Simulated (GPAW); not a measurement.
# HfMo (Cmmm) in GPAW: single point with PBE

Aim: the single point of HfMo with PBE.

Program: GPAW 26.7.0. These are calculated values, not measurements. Logs are shortened: lines on timing, memory, paths and dates and some standing lists are left out, and cuts for length are marked. The log counts tension as positive stress, the text compression.

## Step 1: The crystal as given

It takes space group Cmmm (No. 65, orthorhombic). Conventional cell: a = 3.342 Å, b = 4.945 Å, c = 4.447 Å, α = 90.00°, β = 90.00°, γ = 90.00°. Hf (site symmetry mmm) has 4 Mo at 2.78 Å and 4 Hf at 2.98 Å as nearest neighbours. Mo (site symmetry mmm) is surrounded by 4 Hf at 2.78 Å and 4 Mo at 2.98 Å.

The cell comes from a database or a generator and needn't be the stable form of this composition.

## Step 2: Single point, PBE

Input file HfMo.xyz:

```xyz
2
Lattice="1.6712035000 -2.4724670000 0.0000000000 1.6712035000 2.4724670000 0.0000000000 0.0000000000 0.0000000000 4.4470110000" Properties=species:S:1:pos:R:3 pbc="T T T"
Hf     0.0000000000      0.0000000000      0.0000000000
Mo     1.6712035000      0.0000000000      2.2235055000
```

Potentials or basis: GPAW PAW data sets (gpaw-data 1.2.1), pw.

Run with:

```console
$ OMP_NUM_THREADS=1 gpaw run HfMo.xyz -p 'mode=PW(600),xc=PBE,kpts={size:(10,10,6),gamma:True},occupations={name:fermi-dirac,width:0.05},nbands=26,convergence={density:1e-05,energy:1e-05},maxiter=150,txt=gpaw.txt' --properties efs -w gs.gpw
```

Log:

```text
__  _  _
 | _ |_)|_||  |
 |__||  | ||/\| - 26.7.0

Input parameters:
  mode=PW(ecut=600.0),
  convergence={'density': 1e-05, 'energy': 1e-05},
  kpts=MonkhorstPack(size=[10, 10, 6], gamma=True),
  maxiter=150,
  nbands=26,
  occupations=Occupations(name='fermi-dirac', width=0.05),
  xc=XC(name='PBE')

Diagonalizing LCAO Hamiltonian
Converting LCAO to pw mode

           Mo

       Hf

Atoms  # Å, Bohr magnetons
|   | symbol |        x |        y |        z |    initial magnetic moments |
|---|--------|----------|----------|----------|-----------------------------|
| 0 |     Hf | 0.000000 | 0.000000 | 0.000000 | ( 0.0000,  0.0000,  0.0000) |
| 1 |     Mo | 1.671204 | 0.000000 | 2.223505 | ( 0.0000,  0.0000,  0.0000) |

Unit cell  # Å
| periodic |        x |         y |        z |  lengths |     angles |
|----------|----------|-----------|----------|----------|------------|
|      yes | 1.671204 | -2.472467 | 0.000000 | 2.984295 |  90.000000 |
|      yes | 1.671204 |  2.472467 | 0.000000 | 2.984295 |  90.000000 |
|      yes | 0.000000 |  0.000000 | 4.447011 | 4.447011 | 111.888473 |

Number of symmetries: 8
Symmetry operations  # r_c * U_cc + t_c -> r_c
|   | kind |            matrix            |
|---|------|------------------------------|
| 0 |  E   |  1, 0, 0,  0, 1, 0,  0, 0, 1 |
| 1 |  σ   |  1, 0, 0,  0, 1, 0,  0, 0,-1 |
| 2 |  σ   |  0, 1, 0,  1, 0, 0,  0, 0, 1 |
| 3 |  C2  |  0, 1, 0,  1, 0, 0,  0, 0,-1 |
| 4 |  σ   |  0,-1, 0, -1, 0, 0,  0, 0, 1 |
| 5 |  C2  |  0,-1, 0, -1, 0, 0,  0, 0,-1 |
| 6 |  C2  | -1, 0, 0,  0,-1, 0,  0, 0, 1 |
| 7 |  i   | -1, 0, 0,  0,-1, 0,  0, 0,-1 |

BZ-sampling:
  Number of BZ points: 600
  Number of IBZ points: 124

  Monkhorst-Pack size: [10, 10, 6]
  Monkhorst-Pack shift: [0.05, 0.05, 0.08333333333333333]

K-points  # in reciprocal-cell coordinates
|     |                                coordinates |     weight |
|-----|--------------------------------------------|------------|
|   0 | (  0.00000000,   0.00000000,   0.00000000) | 0.00166667 |
|   1 | (  0.00000000,   0.00000000,   0.16666667) | 0.00333333 |
|   2 | (  0.00000000,   0.00000000,   0.33333333) | 0.00333333 |
|   3 | (  0.00000000,   0.00000000,   0.50000000) | 0.00166667 |
|   4 | (  0.10000000,  -0.10000000,   0.00000000) | 0.00333333 |
|   5 | (  0.10000000,  -0.10000000,   0.16666667) | 0.00666667 |
|   6 | (  0.10000000,  -0.10000000,   0.33333333) | 0.00666667 |
|   7 | (  0.10000000,  -0.10000000,   0.50000000) | 0.00333333 |
|   8 | (  0.10000000,   0.00000000,   0.00000000) | 0.00666667 |
|   9 | (  0.10000000,   0.00000000,   0.16666667) | 0.01333333 |
| ... |                                            |            |
| 123 | (  0.50000000,   0.50000000,   0.50000000) | 0.00166667 |

Plane wave coefficients: 1256
Cutoff: 600.0 eV

Spin-components: 1 (collinear spins)
Bands:           26
Projectors:      12
Spin-degeneracy: 2
Datatype:        complex128

Parallelization:
  kpt:    1
  domain: 1
  band:   1

Density:
  Valence electrons: 26.0
  Components: 1
  Grid points: [18 18 27]
  Charge: 0.0  # |e|

Potential:
  Grid points: [18 18 27]

species:
  Hf:
    name:    Hafnium
    Z:       72.0
    valence: 12
    core:    60
    charge:  0.0  # [|e|]
    compensation charges:
      type: gauss
      rc: 0.41  # [Å]
      lmax: 2
    cutoffs:
      filter: 2.36  # [Å]
      core: 4.02  # [Å]
    projectors
    | kind |    occ | energy [eV] | rcut [Å] |
    |------|--------|-------------|----------|
    |   5s |  2.000 |     -66.831 |    1.397 |
    |   6s |  2.000 |      -5.097 |    1.397 |
    |   5p |  6.000 |     -35.599 |    1.307 |
    |   6p |  0.000 |      -1.401 |    1.307 |
    |   5d |  2.000 |      -2.699 |    1.334 |
    |    d |        |      24.513 |    1.334 |

    Using partial waves for Hf as LCAO basis

  Mo:
    name:    Molybdenum
    Z:       42.0
    valence: 14
    core:    28
    charge:  0.0  # [|e|]
    compensation charges:
      type: gauss
      rc: 0.38  # [Å]
      lmax: 2
    cutoffs:
      filter: 2.16  # [Å]
      core: 1.42  # [Å]
    projectors
    | kind |    occ | energy [eV] | rcut [Å] |
    |------|--------|-------------|----------|
    |   4s |  2.000 |     -64.307 |    1.238 |
    |   5s |  1.000 |      -4.084 |    1.238 |
    |   4p |  6.000 |     -38.491 |    1.296 |
    |   5p |  0.000 |      -1.044 |    1.296 |
    |   4d |  5.000 |      -3.754 |    1.296 |
    |    d |        |      23.458 |    1.296 |

    Using partial waves for Mo as LCAO basis

Reference energy: -520020.187907  # eV

eigensolver:
  PPCG
  Converge bands: occupied
  niter=2

density mixing:
  MSR1-Mixer
  Pratt-step length: 0.05
  Maximum mixing coefficient: 0.75
  Old densities: 10
  SVD Regularization: 0.005
  Good broyden scale: 1.0
  Trust region scale: 1.0
  Backstep threshold: 4.0
  History deletion threshold: 6.0
  Fourier metric: weight=20.0, sigma=0.015

occupation numbers:
  Fermi-Dirac:
    width: 0.0500  # eV

poisson solver:
  ecut: 4800.0  # eV

xc functional:
  name: PBE with 2 nearest neighbor stencil

convergence criteria:
- Maximum integral of absolute [dens]ity change: 1e-05 electrons / valence electron
- Maximum [total energy] change in last 3 cyles: 1e-05 eV / valence electron
- Maximum integral of absolute [eigenst]ate change: 4e-08 eV^2 / valence electron
maximum number of iterations: 150

SCF iterations
|iter     | |      energy | eigst |  dens |
|---------|-|-------------|-------|-------|
|iter:   1| |  -19.956792 | +0.20 |       |
|iter:   2| |  -19.379426 | -1.95 | -1.03 |
|iter:   3| |  -18.704520 | -1.85 | -1.14 |
|iter:   4| |  -18.567833 | -2.03 | -1.43 |
|iter:   5| |  -18.573195 | -3.36 | -1.95 |
|iter:   6| |  -18.576637 | -3.82 | -2.22 |
|iter:   7| |  -18.576743 | -5.15 | -3.02 |
|iter:   8| |  -18.576736c| -6.82 | -3.82 |
|iter:   9| |  -18.576736c| -7.63c| -4.35 |
|iter:  10| |  -18.576736c| -8.90c| -5.32c|

Converged in 10 steps
Energy contributions relative to reference atoms: (reference = -520020.187907)

Energy contributions:
  Kinetic:          -2.179809
  Coulomb:          -1.700162
  Zero:             -0.741428
  External:          0.000000
  Xc:              -13.946497
  Entropy:          -0.017680
  Spinorbit:         0.000000
  ----------------------------
  Free energy:     -18.585576
  Extrapolated:    -18.576736

dipole moment: (-12.123706, -0.000000, -16.130368)  # |e|*Ang

Fermi level: 11.293
Eigenvalues  # (at kpt = [0.000, 0.000, 0.000])
| band index |      eig [eV] | occ [0-2] |
|------------|---------------|-----------|
|          0 |       -49.696 |     2.000 |
|        ... |               |           |
|          4 |       -22.911 |     2.000 |
|          5 |       -18.494 |     2.000 |
|          6 |       -18.283 |     2.000 |
|          7 |       -18.157 |     2.000 |
|          8 |         4.432 |     2.000 |
|          9 |         7.434 |     2.000 |
|         10 |         9.697 |     2.000 |
|         11 |        10.848 |     2.000 |
|         12 |        11.352 |     0.472 |
|         13 |        12.845 |     0.000 |
|         14 |        13.160 |     0.000 |
|         15 |        13.856 |     0.000 |
|         16 |        14.007 |     0.000 |
|         17 |        15.926 |     0.000 |
|         18 |        16.630 |     0.000 |
|         19 |        19.168 |     0.000 |
|        ... |               |           |
|         25 |        32.143 |     0.000 |

No gap
No difference between direct/indirect transitions

Forces  # eV/Ang
|        x |       y |       z |
|----------|---------|---------|
|  0.00000 | 0.00000 | 0.00000 |  # Hf   0
| -0.00000 | 0.00000 | 0.00000 |  # Mo   1

Stress tensor  # eV/Ang^3
|         x |        y |         z |
|-----------|----------|-----------|
| -0.008179 | 0.000000 |  0.000000 |
|  0.000000 | 0.004092 |  0.000000 |
|  0.000000 | 0.000000 | -0.005374 |

# Writing to gs.gpw (mode='')
```

It took 65 s on 1 thread of Arm Neoverse V2, shared host; peak memory 0.23 GiB.

What came out:

* Free energy: -18.5856 eV
* Pressure: 0.5 GPa
* Band gap on the k mesh: none (metal or under the smearing width)

The run has no spin-orbit coupling, so splittings on Hf are missing.

## Step 3: For comparison

An earlier run on the cell as given: functional PBE; potentials or basis GPAW PAW data sets (gpaw-data 1.2.1); cutoff 600 eV; basis pw; k mesh 10 × 10 × 6; occupations fermi-dirac, width 0.05 eV; no spin polarisation.

- Pressure: 0.5 GPa
- Band gap on the k mesh: none (metal or under the smearing width)
